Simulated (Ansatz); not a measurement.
# C2H7BO (SMILES CB(C)O): a relaxed scan of the bond length C1–B2

The task here is to estimate one member of a computed series from the others.

Computed with Ansatz 0.2.0, Gaussian basis. Level: single points in def2-TZVPP.

Levels: PBE-D4, r2SCAN-D4, PBE0-D4, B3LYP-D4, wB97M-V, Hartree-Fock, MP2, CCSD, CCSD(T). The scan takes 1.287, 1.353, 1.450, 1.563, 1.688, 1.823, 1.967, 2.118, 2.275 Å.

Correlated methods freeze the cores. B3LYP uses VWN-RPA correlation.

18 further runs of the same task are left out: 18 set aside as unsound or not needed.

### The system as given

SMILES `CB(C)O`, 11 atoms, charge 0, spin multiplicity 1.

Atoms are counted from 1 here; the program's logs count them from 0.

Bond lengths: C1–B2 1.546 Å, C1–H5 1.164 Å, C1–H6 1.155 Å, C1–H7 1.106 Å, B2–C3 1.564 Å, B2–O4 1.423 Å, C3–H8 1.091 Å, C3–H9 1.151 Å, C3–H10 1.124 Å, O4–H11 1.079 Å. Angles: B2–C1–H5 110.0°, B2–C1–H6 111.0°, B2–C1–H7 114.2°, H5–C1–H6 104.2°, H5–C1–H7 108.5°, H6–C1–H7 108.3°, C1–B2–C3 119.2°, C1–B2–O4 121.2°, C3–B2–O4 119.5°, B2–C3–H8 112.2°, B2–C3–H9 111.1°, B2–C3–H10 112.3°, H8–C3–H9 105.7°, H8–C3–H10 110.4°, H9–C3–H10 104.8°, B2–O4–H11 102.2°.

Geometry (Å):

```tsv
atom	x (Å)	y (Å)	z (Å)
C1	-0.04560	1.24600	-0.60300
B2	-0.10300	-0.26800	-0.29470
C3	0.53740	-0.80150	1.02900
O4	-0.63660	-1.19200	-1.23680
H5	-0.59700	1.47030	-1.60280
H6	-0.63140	1.85260	0.18670
H7	0.97950	1.65670	-0.66720
H8	0.51320	-1.89030	1.08790
H9	1.64890	-0.51070	1.09850
H10	0.06490	-0.34930	1.94320
H11	-1.66490	-1.27080	-0.92020
```

Set-up of the first run:

pre/in.yaml reads:

```yaml
crystal:
  periodic: [false, false, false]
  atoms:
    - {symbol: C, position_ang: [-0.045600, 1.246000, -0.603000]}
    - {symbol: B, position_ang: [-0.103000, -0.268000, -0.294700]}
    - {symbol: C, position_ang: [0.537400, -0.801500, 1.029000]}
    - {symbol: O, position_ang: [-0.636600, -1.192000, -1.236800]}
    - {symbol: H, position_ang: [-0.597000, 1.470300, -1.602800]}
    - {symbol: H, position_ang: [-0.631400, 1.852600, 0.186700]}
    - {symbol: H, position_ang: [0.979500, 1.656700, -0.667200]}
    - {symbol: H, position_ang: [0.513200, -1.890300, 1.087900]}
    - {symbol: H, position_ang: [1.648900, -0.510700, 1.098500]}
    - {symbol: H, position_ang: [0.064900, -0.349300, 1.943200]}
    - {symbol: H, position_ang: [-1.664900, -1.270800, -0.920200]}
basis:
  gaussian: {orbitals: def2-SVP}
hamiltonian: {xc: pbe, dispersion: d4}
relax: {f_tol: 0.03, max_steps: 250}
```

No record of the launch command was kept for these runs.

Steps of the session up to this table: A first relaxation in a small basis; Relaxation at PBE0-D4; Reference energies at the minimum; C1–B2 = 1.287 Å; C1–B2 = 1.353 Å; C1–B2 = 1.450 Å; C1–B2 = 1.563 Å; C1–B2 = 1.688 Å; C1–B2 = 1.823 Å; C1–B2 = 1.967 Å; C1–B2 = 2.118 Å; C1–B2 = 2.275 Å.

One table of the session follows, with a row left open; its other results are not shown here.

Energies less that of the minimum at the same level (eV):

```
bond length (Å)  PBE-D4  PBE0-D4  B3LYP-D4  wB97M-V  Hartree-Fock
          1.287   1.537    1.531     1.530    1.542         1.724
          1.353       ?        ?         ?        ?             ?
          1.450   0.213    0.202     0.207    0.206         0.254
          1.563   0.001    0.000     0.001    0.001         0.002
1.569 (minimum)   0.000    0.000     0.000    0.000         0.000
          1.688   0.117    0.136     0.126    0.135         0.116
          1.823   0.457    0.507     0.478    0.508         0.491
          1.967   0.921    1.012     0.953    1.025         1.030
          2.118   1.445    1.582     1.494    1.608         1.649
          2.275   1.980    2.165     2.050    2.204         2.290
```

Q: Estimate the row for bond length (Å) = 1.353 from the others.

Worked estimate for «PBE-D4». A straight line through the neighbours (1.287, 1.537) and (1.450, 0.213) gives 1.537 + (0.213 − 1.537) × (1.353 − 1.287) / (1.450 − 1.287) = 1.001; a parabola fitted to 3 rows on both sides gives 0.856.

**Answer.** PBE-D4: 0.805; PBE0-D4: 0.793; B3LYP-D4: 0.797; wB97M-V: 0.801; Hartree-Fock: 0.917. In «PBE-D4» the line misses by +0.196 and the parabola by +0.051.
